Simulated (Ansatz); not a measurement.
# Sn5H2: the cost of one run

Method: DFT PBEsol, scalar-relativistic, plane waves, PAW, in Ansatz 0.2.0.

4 further runs of the same task are left out: 1 that didn't finish, 3 set aside as unsound or not needed.

### Step 1. The structure to begin with

The structure is monoclinic, space group Pm (No. 6). Conventional cell: a = 9.251 Å, b = 4.626 Å, c = 20.408 Å, α = 90.00°, β = 90.00°, γ = 90.00°. Sn (site symmetry m) is surrounded by 2 H at 1.73 Å. Sn (site symmetry m) is surrounded by 4 Sn at 2.80 to 2.83 Å. Around Sn (site symmetry m) lie 4 Sn at 2.78 to 2.83 Å. Sn (site symmetry m) is surrounded by 4 Sn at 2.79 to 2.87 Å. Sn (site symmetry m) is surrounded by 4 Sn at 2.78 to 2.96 Å. Sn (site symmetry m) is surrounded by 4 Sn at 2.83 to 2.96 Å. Around Sn (site symmetry m) lie 4 Sn at 2.64 to 2.82 Å. Only part of the 12 independent sites is listed.

As a file:

```
CELL_PARAMETERS angstrom
9.25116 0.00000 0.00000
0.00000 4.62558 0.00000
0.00000 0.00000 20.40769
ATOMIC_POSITIONS crystal
Sn 0.50000 0.00000 0.24580
Sn 0.00000 0.00000 0.24580
Sn 0.75000 0.00000 0.32593
Sn 0.25000 0.00000 0.32593
Sn 0.76539 0.50000 0.40282
Sn 0.22980 0.50000 0.40087
Sn 0.99316 0.50000 0.49836
Sn 0.49817 0.50000 0.46620
Sn 0.15774 0.00000 0.52596
Sn 0.46113 0.00000 0.52596
H 0.50921 0.30353 0.19621
H 0.50921 0.69647 0.19621
H 0.99079 0.69647 0.19621
H 0.99079 0.30353 0.19621
```

This is the geometry of the first run shown, built on a cell relaxed beforehand with the same method.

### Step 2. Plan of the line

Atoms count from 1 in the order of the input.

Two atoms of the surface dimers are held at set heights.

The axes are (1) height of Sn9 above its place in the flat dimer: 7 values from −0.771 to 0.746 Å; (2) height of Sn10 above its place in the flat dimer: 7 values from −0.771 to 0.746 Å.

Relaxed at each point: all atoms of the upper layers, but for the two heights. Points are written as (first, second).

### Step 3. The run at (−0.522 Å, −0.522 Å)

Input file input.yaml:

```yaml
crystal:
  lattice:
    - [9.2511606991, 0.0, 0.0]
    - [0.0, 4.6255803495, 0.0]
    - [0.0, 0.0, 20.4076949379]
  atoms:
    - { symbol: Sn, position: [0.5, 0.0, 0.2457963278] }
    - { symbol: Sn, position: [0.0, 0.0, 0.2457963278] }
    - { symbol: Sn, position: [0.75, 0.0, 0.3259322579] }
    - { symbol: Sn, position: [0.25, 0.0, 0.3259322579] }
    - { symbol: Sn, position: [0.7653878333, 0.5, 0.4028181598] }
    - { symbol: Sn, position: [0.2297965573, 0.5, 0.4008746267] }
    - { symbol: Sn, position: [-0.0068437648, 0.5, 0.4983563428] }
    - { symbol: Sn, position: [0.4981693981, 0.5, 0.4662016429] }
    - { symbol: Sn, position: [0.1577394786, 0.0, 0.5259590166] }
    - { symbol: Sn, position: [0.4611319136, 0.0, 0.5259590166] }
    - { symbol: H, position: [0.5092148627, 0.3035343313, 0.1962100729] }
    - { symbol: H, position: [0.5092148627, -0.3035343313, 0.1962100729] }
    - { symbol: H, position: [-0.0092148627, -0.3035343313, 0.1962100729] }
    - { symbol: H, position: [-0.0092148627, 0.3035343313, 0.1962100729] }
basis:
  ecutwfc: 420
kpoints:
  mp_grid: { grid: [3, 6, 1] }
hamiltonian:
  xc: pbesol
scf:
  occupations: { method: gaussian, width: 0.05 }
output:
  forces: true
  eigenvalues: true
relax:
  adjacent_minimum: "off"
  f_tol: 0.03
  max_steps: 30
  constraints: [{ sites: [0, 1, 2, 3, 10, 11, 12, 13] }, { sites: [8, 9], fix: z }]
efield:
  axis: 3
  dipole_correction: true
  ramp_width: 0.04
```

Command:

```bash
$ ansatz run input.yaml --threads 4 --pin off --max-ram 12288MiB --backend cpu --events-out ev --progress --plain --runs-dir out
```

Q: Estimate wall time and peak memory on 4 threads of Arm Neoverse V1, shared host.

About 1.7 min, with a peak of 1.9 GiB.
